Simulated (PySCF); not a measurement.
# Bi(NH2)3: other functionals and bases at one geometry

The task here is to estimate one member of a computed series from the others.

Program: PySCF 2.14.0. Level of theory: several levels, as the steps say, no spin–orbit coupling. These are calculated values, not measurements.

2 further runs of the same task are left out: 2 for a known fault of the program.

### The starting structure

10 atoms, charge 0, spin multiplicity 1.

Bond lengths: Bi1–N2 2.140 Å, Bi1–N5 2.140 Å, Bi1–N8 2.140 Å, N2–H3 1.014 Å, N2–H4 1.014 Å, N5–H6 1.014 Å, N5–H7 1.014 Å, N8–H9 1.014 Å, N8–H10 1.014 Å. Angles: N2–Bi1–N5 96.9°, N2–Bi1–N8 96.9°, N5–Bi1–N8 96.9°, Bi1–N2–H3 125.5°, Bi1–N2–H4 121.0°, H3–N2–H4 113.5°, Bi1–N5–H6 125.5°, Bi1–N5–H7 121.0°, H6–N5–H7 113.5°, Bi1–N8–H9 125.5°, Bi1–N8–H10 121.0°, H9–N8–H10 113.5°.

Coordinates:

```xyz
10
BiH6N3
Bi    0.00000    0.00000   -1.15290
N     1.85027    0.00002   -0.07701
H     1.94498    0.00002    0.93285
H     2.73884    0.00002   -0.56612
N    -0.92515    1.60237   -0.07701
H    -0.97251    1.68439    0.93285
H    -1.36944    2.37189   -0.56612
N    -0.92512   -1.60239   -0.07701
H    -0.97248   -1.68441    0.93285
H    -1.36940   -2.37192   -0.56612
```

Formal oxidation states: Bi +3. An earlier session relaxed this geometry at B3LYP, Bi def2-SVP with ECP60, N def2-SVP, H def2-SVP (singlet, point group C3v).

At B3LYP on the finer grid: E = -382.407747 Eh, HOMO -5.33 eV, LUMO 0.29 eV, Mulliken charge on Bi1 +0.86 e, largest force component 0.018 eV/Å. 

Levels to run: wB97X; M06-L; BP86; PBE; B3LYP, TZVP; B3LYP, x2c-SVP. Hardware: 2 threads of Intel Xeon at 2.70GHz, shared host.

The first run:

File run.py (the lines that set the calculation):

```python
mol = gto.M(atom='''
Bi     0.00000     0.00000    -1.15290
N      1.85027     0.00002    -0.07701
H      1.94498     0.00002     0.93285
H      2.73884     0.00002    -0.56612
N     -0.92515     1.60237    -0.07701
H     -0.97251     1.68439     0.93285
H     -1.36944     2.37189    -0.56612
N     -0.92512    -1.60239    -0.07701
H     -0.97248    -1.68441     0.93285
H     -1.36940    -2.37192    -0.56612''',
    basis={'Bi': 'def2-SVP', 'N': 'def2-SVP', 'H': 'def2-SVP'},
    ecp={'Bi': 'def2-SVP'},
    charge=0, spin=0)
mf = dft.RKS(mol, xc='WB97X')
mf.grids.atom_grid = (75, 302)
mf = mf.density_fit()  # fitting sets: Bi def2-universal-JKFIT, N def2-universal-JKFIT, H def2-universal-JKFIT
mf.conv_tol = 1e-08; mf.max_cycle = 55
mf.kernel(dm0)  # dm0: the density of the relaxed state
```

Run with:

```bash
$ OMP_NUM_THREADS=2 python run.py
```

Steps of the session up to this table: wB97X; M06-L; BP86; PBE; B3LYP, TZVP; B3LYP, x2c-SVP.

One table of the session follows, with a row left open; its other results are not shown here.

```
               level  HOMO (eV)  gap (eV)  charge on Bi1 (e)  dipole (D)  largest force component (eV/Å)
B3LYP (relaxed here)      -5.33      5.62               0.86        0.78                            0.02
               wB97X      -8.10     10.59               0.94        0.93                            0.80
               M06-L      -4.40      4.53               1.04        1.01                            0.30
                BP86      -4.22      3.94               0.75        0.51                            0.35
                 PBE      -4.10      3.92               0.76        0.54                            0.30
         B3LYP, TZVP      -5.73      5.47               1.18        1.05                            0.53
      B3LYP, x2c-SVP          ?         ?                  ?           ?                               ?
```

Estimate the missing values for B3LYP, x2c-SVP.

The run gave: HOMO (eV): -5.31; gap (eV): 5.66; charge on Bi1 (e): 0.94; dipole (D): 0.89; largest force component (eV/Å): 1.02. In the column «HOMO (eV)» it lies between B3LYP (relaxed here) (-5.33) and M06-L (-4.40).

In one basis the HOMO–LUMO gap runs from 3.92 eV (PBE) to 10.59 eV (wB97X). The largest leftover force, 1.02 eV/Å with B3LYP, x2c-SVP, stands at a geometry relaxed at another level. Total energies of different levels can't be compared.
